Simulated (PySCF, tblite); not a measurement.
# C5H10AlFO: geometry, infrared bands and NMR shifts

What infrared bands and NMR shifts should C5H10AlFO (`CO/C=[C](\C)[Al]([CH3])[F]`) show?

Computed with tblite 0.8.0 and PySCF 2.14.0, with density-fitted response routines of our own, on a single molecule in the gas phase. Atoms count from 0, in the outputs and in this text.

**1. The molecule as given**

18 atoms, charge 0, multiplicity 1; geometry from: force field or distance geometry start.

Bonds of the start (Å): C0–O1 1.44, O1–C2 1.38, C2–C3 1.35, C3–C4 1.49, C3–Al5 1.99, Al5–C6 1.99, Al5–F7 1.79, C0–H8 1.11, C0–H9 1.12, C0–H10 1.11, C2–H11 1.09, C4–H12 1.11, C4–H13 1.11, C4–H14 1.12, C6–H15 1.10, C6–H16 1.12, C6–H17 1.11.

**2. Geometry optimisation with GFN2-xTB**

Job settings and geometry (Å):

```
{"job": {"kind": "relax", "xc": "GFN2-xTB", "basis": "xTB"}, "charge": 0, "multiplicity": 1}
C      3.029700    -0.560800     0.706600
O      2.005200     0.314500     0.205800
C      0.684600    -0.095800     0.148000
C     -0.264100     0.743900    -0.329200
C      0.081900     2.120300    -0.773700
Al    -2.152800     0.123400    -0.406700
C     -2.623700    -1.708000     0.199100
F     -3.421300     1.231100    -1.024000
H      4.003900    -0.038500     0.675400
H      2.794700    -0.843400     1.762300
H      3.074500    -1.472300     0.075400
H      0.399900    -1.092800     0.474100
H      0.804100     2.071100    -1.609600
H      0.535600     2.695700     0.054200
H     -0.822800     2.672600    -1.131300
H     -2.073700    -2.454200    -0.393500
H     -2.347800    -1.825300     1.274200
H     -3.716800    -1.875200     0.081300
```

Run with:

```sh
OMP_NUM_THREADS=1 python probes_run.py task.json out
```

This one command runs all jobs of the session in turn.

**Question.** This job is followed by: GFN2-xTB harmonic vibrations, gas phase; GIAO PBE0/pcSseg-1 NMR shielding, non-relativistic, gas phase. What will the session give for the following? strongest single infrared mode (GFN2-xTB); zero-point energy (GFN2-xTB); ¹³C shifts against TMS (PBE0/pcSseg-1); ¹H shifts against TMS (PBE0/pcSseg-1, means over atoms taken as alike); ¹⁷O shifts against H2O (PBE0/pcSseg-1); ²⁷Al shifts against AlH4- (PBE0/pcSseg-1); ¹⁹F shifts against CFCl3 (PBE0/pcSseg-1); surface potential, 1st and 99th percentile.

**Answer**, as computed:

| quantity | value |
| --- | --- |
| strongest single infrared mode (GFN2-xTB) | 1629 cm⁻¹, 226 km/mol |
| zero-point energy (GFN2-xTB) | 85.3 kcal/mol |
| ¹³C shifts against TMS (PBE0/pcSseg-1) | 167.4, 120.5, 59.4, 14.2, -13.1 ppm |
| ¹H shifts against TMS (PBE0/pcSseg-1, means over atoms taken as alike) | 6.14, 3.82, 1.90, -0.16 ppm |
| ¹⁷O shifts against H2O (PBE0/pcSseg-1) | 125.7 ppm |
| ²⁷Al shifts against AlH4- (PBE0/pcSseg-1) | 110.9 ppm |
| ¹⁹F shifts against CFCl3 (PBE0/pcSseg-1) | -144.9 ppm |
| surface potential, 1st and 99th percentile | -1.59 V and 2.46 V |

The optimisation took 40 steps and gained 0.365 eV; among the close pairs (by a distance rule), Al5–F7 changed most, from 1.794 to 1.656 Å. No mode is imaginary among the 48: a minimum at this level. The strongest single mode, at 1629 cm⁻¹, moves mainly C2 and C3. GFN2-xTB is a fitted tight-binding method: band positions and strengths are rough. Its intensities can rank the bands wrongly. C2 (alkene carbon bearing oxygen) lies farthest downfield among carbon, at 167.4 ppm; an sp2 carbon further deshielded by the attached heteroatom. H11 (hydrogen on an alkene carbon bearing oxygen) lies farthest downfield among hydrogen, at 6.14 ppm; a vinylic proton, deshielded by the sp2 carbon and the C=C anisotropy. At PBE0/pcSseg-1: The largest span, 226 ppm, is at O1, where the paramagnetic term is -187 ppm. By nearest atom (PBE0/pcSseg-1), the HOMO sits on C3 37 %; O1 22 % and the LUMO on Al5 40 %; C2 17 %.
